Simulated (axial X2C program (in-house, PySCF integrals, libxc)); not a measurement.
# ITe: EOM-EA-CCSD levels

Aim: EOM-EA-CCSD levels of ITe, with spin–orbit coupling in the Hamiltonian from the start.

Method: two-component X2C with atomic mean-field terms, I dyall-acv3z, Te dyall-acv3z; program: an in-house X2C program for linear molecules on PySCF integrals.

All values are calculated.

**1. Input**

The input, task.json:

```json
{"zs": [53, 52], "q": 0, "bas": ["dyall-acv3z", "dyall-acv3z"], "r0": 2.69, "eom": "ea", "thr": -1.0, "nmax": 92, "grid": [1, 0.96, 1.045, 0.92, 1.09, 1.15]}
```

Keys: zs atomic numbers; q charge; bas basis sets; r0 starting distance in Å; eom kind of EOM run; thr threshold in hartree for freezing inner shells (an s shell follows its p shell); nmax most natural virtual spinors; grid distances as factors.

The run is started by

```
$ python soeom.py task.json out
```

The runs that follow: EOM-EA-CCSD at 2.665 Å.

**Question.** What will these runs give? Wanted: next root led by one particle; T1 of the reference; lowest state, Re and ωe.

**Answer**, as computed:

| quantity | value |
| --- | --- |
| lowest root at 2.665 Å | Ω = 3/2, 8.272 eV |
| next root led by one particle | Ω = 1/2, about 16940 cm⁻¹ higher |
| T1 of the reference | 0.037 |
| lowest state, Re and ωe | 2.683 Å, 213.0 cm⁻¹ |

What this shows: The added electron is bound by 8.27 eV in a spinor of 76% Te pπ, 12% I pπ, 7% I dπ. Errors of 0.1 to 0.3 eV are usual at this size, and roots led by higher excitations are left out, so the list is incomplete, and low states of that kind can be missing. T1 or the largest double amplitude of the reference is raised, which lowers the reliability. The bond is 0.097 Å longer than in the closed-shell reference at CCSD (2.586 Å).
